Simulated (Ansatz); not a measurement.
# Ir: the cost of one run

Computed with Ansatz 0.2.0 (DFT r2SCAN, scalar-relativistic, plane waves, PAW, unless a step's input says otherwise).

The COD cell was measured well above room temperature, so it is larger than a cold one.

**1. The system as given**

Symmetry: Im-3m, No. 229, cubic system. Conventional cell: a = 3.158 Å, b = 3.158 Å, c = 3.158 Å, α = 90.00°, β = 90.00°, γ = 90.00°. Ir (site symmetry m-3m) is surrounded by 8 Ir at 2.73 Å.

As a file:

```cif
data_structure
_symmetry_space_group_name_H-M 'Im-3m'
_symmetry_Int_Tables_number 229
_cell_length_a 3.1577
_cell_length_b 3.1577
_cell_length_c 3.1577
_cell_angle_alpha 90.000
_cell_angle_beta 90.000
_cell_angle_gamma 90.000
_cell_volume 31.49
loop_
_atom_site_label
_atom_site_type_symbol
_atom_site_symmetry_multiplicity
_atom_site_Wyckoff_symbol
_atom_site_fract_x
_atom_site_fract_y
_atom_site_fract_z
_atom_site_occupancy
Ir1 Ir 2 a 0.00000 0.00000 0.00000 1
```

This is candidate A: bcc type (Im-3m, No. 229).

(A quick probe on a coarse mesh, which set the mesh and smearing, is not shown.)

**3. A loose first relaxation (candidate A)**

Contents of input.yaml:

```yaml
crystal:
  lattice:
    - [-1.5788553348, 1.5788553348, 1.5788553348]
    - [1.5788553348, -1.5788553348, 1.5788553348]
    - [1.5788553348, 1.5788553348, -1.5788553348]
  atoms:
    - { symbol: Ir, position: [0.0, 0.0, 0.0] }
basis:
  ecutwfc: 500
kpoints:
  mp_grid: { grid: [8, 8, 8] }
hamiltonian:
  xc: r2scan
scf:
  occupations: { method: gaussian, width: 0.1 }
  lower_state_search: "off"
output:
  forces: true
  stress: true
  eigenvalues: true
relax:
  adjacent_minimum: "off"
  f_tol: 0.04
  max_steps: 70
  cell: { stress_tol: 0.4 }
```

**Question.** How long does this run take on 1 thread of an Arm CPU, shared host, and how much memory does it need?

About 5.9 s, with a peak of 0.3 GiB.
